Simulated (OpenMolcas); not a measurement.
# Pr²⁺ among point charges: CASSCF levels and susceptibility

Aim: the splitting of the states of Pr²⁺ in the field of 6 point charges, its lowest levels with spin-orbit coupling and its magnetic susceptibility.

The numbers are computed with OpenMolcas 26.06 (state-averaged CASSCF, spin-orbit coupling by RASSI with atomic mean-field integrals), except any that are marked as measured or tabulated.

**1. The atom as given**

| Property | Result |
| --- | --- |
| Species | Pr²⁺ (praseodymium, Z = 59, 57 electrons) |
| Basis | ANO-RCC-VDZP [7s6p4d2f1g], 68 functions |
| Scalar Hamiltonian | DKH2, point nucleus |
| Inactive shells | 1s 2s 2p 3s 3p 3d 4s 4p 4d 5s 5p |
| Active space | 3 electrons in 7 orbitals (4f) |
| Some configurations of this space | 4f3 |
| Orbitals | optimised for the highest spin of each parity, averaged over all roots |

The outer shells:

4f3
```
4f [↑ ][↑ ][↑ ][  ][  ][  ][  ]
```

The ion sits among 6 point charges of -1.5 e arranged as a trigonal antiprism (D3d), 3.05 Å from the ion, with a polar angle of 53.6° against the regular 54.74°.

Each step is its own input file, run in one work folder so that later steps find the files of earlier ones. Labels, J, g values, rates, χT and fits are worked out afterwards by a script from the matrices that RASSI stores. The input lists half of the charges; inversion (Group=XYZ) makes the rest.

**2. One- and two-electron integrals**

a.inp reads:

```
&GATEWAY
Coord
1

Pr 0.0 0.0 0.0
Basis=ANO-RCC-VDZP
Group=XYZ
NoMove
AngMom=0.0 0.0 0.0
AMFI
XField
3 Angstrom 0
0.000000 2.456217 1.808175 -1.500000
2.127147 -1.228109 1.808175 -1.500000
2.127147 1.228109 -1.808175 -1.500000
&SEWARD
```

**3. CASSCF: quartets of odd parity, 35 roots**

a.inp reads:

```
&RASSCF
FileOrb=start.orb
Symmetry=2
Spin=4
nActEl=3 0 0
Inactive=15 12
Ras2=0 7
CIRoot=35 35 1
SDav=35
CIMx=300
Iter=120 100
PrWF=0.3
OrbListing=Nothing
MaxOrb=0
>>> COPY $Project.JobIph JOB001
```

start.orb holds the contracted functions of the basis, ordered by shell, or the orbitals of the step before.

**4. Reference wave functions, doublets of odd parity, 112 roots**

a.inp reads:

```
&RASSCF
FileOrb=start.orb
Symmetry=2
Spin=2
nActEl=3 0 0
Inactive=15 12
Ras2=0 7
CIRoot=112 112 1
SDav=112
CIMx=300
Iter=120 100
PrWF=0.3
OrbListing=Nothing
MaxOrb=0
CIOnly
>>> COPY $Project.JobIph JOB002
```

**5. RASSI: spin-orbit coupling between the states**

a.inp reads:

```
&RASSI
NrOfJobIphs=2 35 96
1 2 3 4 5 6 7 8 9 10 11 12 13 14 15 16 17 18 19 20 21 22 23 24 25 26 27
28 29 30 31 32 33 34 35
1 2 3 4 5 6 7 8 9 10 11 12 13 14 15 16 17 18 19 20 21 22 23 24 25 26 27
28 29 30 31 32 33 34 35 36 37 38 39 40 41 42 43 44 45 46 47 48 49 50 51
52 53 54 55 56 57 58 59 60 61 62 63 64 65 66 67 68 69 70 71 72 73 74 75
76 77 78 79 80 81 82 83 84 85 86 87 88 89 90 91 92 93 94 95 96
IphNames
JOB001
JOB002
EJob
SpinOrbit
DIPRint=1.0
SOCoupling=1000.0
Subsets=2
Property=9
'ANGMOM' 1 'ANGMOM' 2 'ANGMOM' 3 'MLTPL  1' 1 'MLTPL  1' 2 'MLTPL  1' 3
'AMFI' 1 'AMFI' 2 'AMFI' 3
SOProperty=3
'ANGMOM' 1 'ANGMOM' 2 'ANGMOM' 3
```

**Question.** What will these runs give? Wanted: spin-free ground state; first state of the same spin within the active space; lowest level; next level.

As calculated:

```
                                            quantity                              value
                                              method                             CASSCF
                              spin-free ground state    4A2, 1-fold in its orbital part
first state of the same spin within the active space                    4E at 7.12 cm⁻¹
                                        lowest level  2-fold E1/2, g = 1.04, 1.04, 4.36
                                          next level                           8.3 cm⁻¹
                                         χT at 300 K                     1.71 cm³ K/mol
                           effective moment at 300 K                            3.70 μB
```

**Reading.** The spin-free ground state (4A2) comes to 100 % from free-ion I terms and keeps the highest spin of the shell. The doublets rest on orbitals optimised for another spin in at least one step, which raises them against the optimised states. Not all states of the active space went into the spin-orbit step. High states of lower spin are left out of the spin-orbit mixing, and CASSCF puts spin-flip levels too high. This is an electrostatic model: the charges have no orbitals.
